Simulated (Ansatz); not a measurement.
I need a ladder of methods at one geometry of CH6OSiTe, SMILES OC[SiH2][TeH]. Use Ansatz 0.2.0 through its Python package. Settings (for the species named): PBE, def2-SVP basis, multiplicity 1. The script varies functional: pbe, blyp, lda, revpbe, b3lyp.

```xyz
10

O    -1.2392    0.7096   -1.0313
C    -0.7511    0.6609    0.2445
Si    0.3063   -0.8526    0.3708
Te    2.2573   -0.6963   -1.2792
H    -2.0211    0.0820   -1.1065
H    -0.1259    1.5774    0.4392
H    -1.5279    0.6223    1.0136
H    -0.4253   -2.0411    0.1174
H     0.9098   -0.9079    1.7816
H     2.7001    0.7946   -0.5470
```

The script, `methods_ch6osite.py`:
```python
'''One geometry of CH6OSiTe, method by method.'''

from pathlib import Path
import warnings

import ansatz as az
from ase import Atoms
import numpy as np


def main() -> None:
    warnings.simplefilter('ignore', az.DeckWarning)

    atoms = Atoms(['O', 'C', 'Si', 'Te', 'H', 'H', 'H', 'H', 'H', 'H'], positions=[
        [-1.2392, 0.7096, -1.0313],
        [-0.7511, 0.6609, 0.2445],
        [0.3063, -0.8526, 0.3708],
        [2.2573, -0.6963, -1.2792],
        [-2.0211, 0.082, -1.1065],
        [-0.1259, 1.5774, 0.4392],
        [-1.5279, 0.6223, 1.0136],
        [-0.4253, -2.0411, 0.1174],
        [0.9098, -0.9079, 1.7816],
        [2.7001, 0.7946, -0.547],
    ])
    geometry = az.Crystal.molecule_from_ase(atoms)

    base = geometry.calculation().basis(gaussian='def2-SVP')

    print('functional    E (Ha)        dipole (D)   HOMO (eV)  LUMO (eV)')
    for name in ['pbe', 'blyp', 'lda', 'revpbe', 'b3lyp']:
        summary = base.functional(name).forces().orbitals().run(threads=1, pin='off', runs_dir='runs').report
        lines = Path(summary['orbitals_path']).read_text().splitlines()
        field_of = lambda key: [line.split('=')[1].strip() for line in lines if line.startswith(key)]
        orbitals = [(27.211386 * float(e), s, float(n)) for e, s, n in zip(field_of('Ene='), field_of('Spin='), field_of('Occup='))]
        homo = max(e for e, _, n in orbitals if n > 0.5)
        lumo = min(e for e, _, n in orbitals if n < 0.5)
        dipole = 4.803205 * np.linalg.norm(summary['charge_distribution']['dipole_moment_e_ang'])
        print(f'{name:10s} {summary["free_energy_ev"] / 27.211386246:14.6f} {dipole:9.3f} {homo:11.3f} {lumo:10.3f}')


if __name__ == '__main__':
    main()
```

```console
$ python methods_ch6osite.py
functional    E (Ha)        dipole (D)   HOMO (eV)  LUMO (eV)
pbe           -673.953171     2.345      -5.054     -1.329
blyp          -674.143540     2.313      -4.841     -1.192
lda           -671.760114     2.441      -5.160     -1.475
revpbe        -674.198383     2.334      -5.017     -1.269
b3lyp         -674.362358     2.407      -5.864     -0.718
```

Reading the output:
- The settings weren't tested for convergence.
- The geometry is a force-field or estimated start, not a minimum of this method, and the basis set is short of its limit. A lower total doesn't mark the better method: functionals have no common bound, and MP2 and coupled cluster aren't variational.
- def2 sets replace the cores of elements past krypton by effective core potentials.
- b3lyp holds the VWN-RPA fit, as in Gaussian; the form of ORCA and Turbomole is b3lyp5.
- Levels such as HOMO and LUMO are orbital energies: with these approximate functionals they aren't the ionisation energy and electron affinity, and their gap isn't the fundamental gap.
- Timing: 20 s on 1 thread of Arm Neoverse V1 (shared host), peak memory 0.29 GiB.
